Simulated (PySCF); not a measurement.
**SiCl₄: singlet, from a tetrahedral start**

Aim: relax SiCl₄ as a singlet from a tetrahedral start, check by its vibrations whether the end is a minimum, and collect its spectrum and constants.

Computed with PySCF 2.14.0. Level: PBE0, basis Si def2-TZVP, Cl def2-TZVP, no relativity, density fitting.

## 1. Where the work starts

5 atoms, charge 0, spin multiplicity 1.

Bond lengths: Si1–Cl2 2.150 Å, Si1–Cl3 2.150 Å, Si1–Cl4 2.150 Å, Si1–Cl5 2.150 Å. Angles: Cl2–Si1–Cl3 109.5°, Cl2–Si1–Cl4 109.5°, Cl2–Si1–Cl5 109.5°, Cl3–Si1–Cl4 109.5°, Cl3–Si1–Cl5 109.5°, Cl4–Si1–Cl5 109.5°.

```xyz
5
charge 0 multiplicity 1
Si    0.0000    0.0000    0.0000
Cl    1.2414    1.2412    1.2414
Cl   -1.2414    1.2412   -1.2414
Cl    1.2414   -1.2412   -1.2414
Cl   -1.2414   -1.2412    1.2414
```

## 2. The SCF at the typed geometry

One driver script runs all steps and calls PySCF; scf.py shows how it sets up the SCF of each step. The optimiser is the driver's own. After this first run the driver tries any further starts and a stability analysis.

Contents of scf.py:

```python
from pyscf import gto, scf, dft
mol = gto.M(atom='''
Si     0.000000     0.000000     0.000000
Cl     1.241400     1.241200     1.241400
Cl    -1.241400     1.241200    -1.241400
Cl     1.241400    -1.241200    -1.241400
Cl    -1.241400    -1.241200     1.241400''',
    basis={'Si': 'def2-TZVP', 'Cl': 'def2-TZVP'},
    charge=0, spin=0)
mf = dft.RKS(mol, xc='PBE0')
mf.grids.atom_grid = (50, 194)
aux = {'Si': 'def2-universal-JKFIT', 'Cl': 'def2-universal-JKFIT'}
mf = mf.density_fit(auxbasis=aux)
mf.conv_tol = 1e-08
mf.diis_space = 10
mf.max_cycle = 60
mf.init_guess = 'minao'
mf.verbose = 4
mf.kernel()
```

Launch:

```console
$ OMP_NUM_THREADS=4 python axn.py task.json out
```

After this run come: Relaxation: tetrahedral start, singlet; Is it a minimum? Harmonic modes.

**Question.** What will these runs give? Wanted: minimum; geometry; wavenumbers; dipole moment; highest occupied, lowest empty level; polar-tensor charge of Si1; zero-point energy; atomisation energy.

**Answer**, as computed:

| quantity | value |
| --- | --- |
| minimum | singlet, Td |
| geometry | Si–Cl 2.022 Å (×4); Cl–Si–Cl 109.5° (×6) |
| wavenumbers (cm⁻¹) | 144 (e), 219 (t2), 423 (a1), 624 (t2) |
| dipole moment | 0.00 D |
| highest occupied, lowest empty level | -9.54, -0.57 eV |
| polar-tensor charge of Si1 | +2.02 e |
| zero-point energy | 19.4 kJ/mol |
| entropy at 298.15 K | 331.3 J/(mol K) |
| atomisation energy (no zero-point energy) | 1603 kJ/mol |

**Reading.** The molecule stays Td, as typed, and the end point is a minimum. In the infrared the band at 624 cm⁻¹ (t2) leads. Si1 has a polar-tensor charge of +2.0 e (a dipole derivative, not a static charge), yet symmetry cancels the bond dipoles. Only this shape and spin were tried, so other structures or states may lie lower.
